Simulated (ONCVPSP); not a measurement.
# Oxygen: generating and testing an ONCV potential

Do these settings give a usable potential? It is generated, then checked for transferability, scattering, ghosts and hardness.

Method: ONCVPSP 4.0.1, PBE, scalar-relativistic.

**1. Settings**

Typed settings, in words:

```
element                 : oxygen (O, Z = 8)
type                    : optimised norm-conserving Vanderbilt (ONCV)
frozen core             : [He]
valence charge          : 6
reference configuration : 2s2 2p2 (charge +2)
partial waves           : 2s: rc 0.95 bohr, ncon 4, nbas 7, qcut 7.3 1/bohr, 3 projectors, debl 3.4 Ha; 2p: rc 1.25 bohr, ncon 4, nbas 8, qcut 12.3 1/bohr, 2 projectors, debl 3.2 Ha; d scattering state at 0.03 Ha: rc 1.10 bohr, ncon 4, nbas 7, qcut 9.9 1/bohr, 2 projectors, debl 0.9 Ha
local potential         : polynomial inside 0.80 bohr (lpopt 5, dvloc0 -1 Ha)
core correction         : Teter function, fcfact 2.5, rcfact 1.4
```

The outer shells as boxes (Hund's rule for the drawing; the calculation is spin-unpolarised):

```
[He] core
2s [↑↓]
2p [↑ ][↑ ][  ]
```

The nodes and maxima of the atom's own shells, from an earlier all-electron run, set the scale for the radii.

All-electron outer shells of the reference configuration (PBE, scalar-relativistic, ld1.x):

```
shell  level (eV)  outermost node (bohr)  outermost maximum (bohr)
   1s     -557.75                      –                      0.13
   2s      -58.35                   0.27                      0.84
   2p      -43.24                      –                      0.75
```

**2. Generating the potential**

Input file O.dat:

```
# ATOM AND REFERENCE CONFIGURATION
# atsym  z   nc   nv     iexc    psfile
  O 8.00    1    2        4      upf
#
#   n    l    f
    1    0    2.00
    2    0    2.00
    2    1    2.00
#
# PSEUDOPOTENTIAL AND OPTIMIZATION
# lmax
    2
#
#   l,   rc,      ep,       ncon, nbas, qcut
    0    0.95    0.00    4    7    7.30
    1    1.25    0.00    4    8   12.30
    2    1.10    0.03    4    7    9.90
#
# LOCAL POTENTIAL
# lloc, lpopt,  rc(5),   dvloc0
    4    5    0.80   -1.00
#
# VANDERBILT-KLEINMAN-BYLANDER PROJECTORs
# l, nproj, debl
    0    3    3.40
    1    2    3.20
    2    2    0.90
#
# MODEL CORE CHARGE
# icmod, fcfact, rcfact
    3    2.50    1.40
#
# LOG DERIVATIVE ANALYSIS
# epsh1, epsh2, depsh
   -4.00    5.00    0.02
#
# OUTPUT GRID
# rlmax, drl
    6.00    0.01
#
# TEST CONFIGURATIONS
# ncnf
    4
# nvcnf
#   n    l    f
    2
    2    0    2.00
    2    1    4.00
#
    2
    2    0    2.00
    2    1    3.00
#
    2
    2    0    2.00
    2    1    1.00
#
    2
    2    0    1.00
    2    1    4.00
#
```

On the command line:

```bash
$ oncvpsp.x < O.dat > O.out
```

Before running it: what results should come out? Wanted: cutoffs for 1 and 0.1 mHa per electron, occupied waves; bound ghosts; GHOST(+) flags; largest test error; largest phase difference near zero energy, channels read; rms error of d²Exc/dn², without and with the model core.

As calculated:

| quantity | value |
| --- | --- |
| cutoffs for 1 and 0.1 mHa per electron, occupied waves | 70 Ha and 130 Ha |
| bound ghosts | none found |
| GHOST(+) flags | none at low energy |
| largest test error (AE − PS) | +125 meV, for 2s1 2p4 |
| largest phase difference near zero energy, channels read | 0.000 rad |
| rms error of d²Exc/dn², without and with the model core | 4.29 and 3.68 mHa |

In words: By total energies transferability is poor: the largest error is 125 meV on 18.4 eV, for 2s1 2p4. The potential is very hard: the looser tolerance needs 70 Ha. At the looser tolerance the 2s wave is the slowest; 2p needs 46 Ha. No bound ghost shows below the valence levels. Near zero energy the phases of the channels with partial waves agree within 0.001 rad. These are tests on the free atom; a crystal test is still owed.
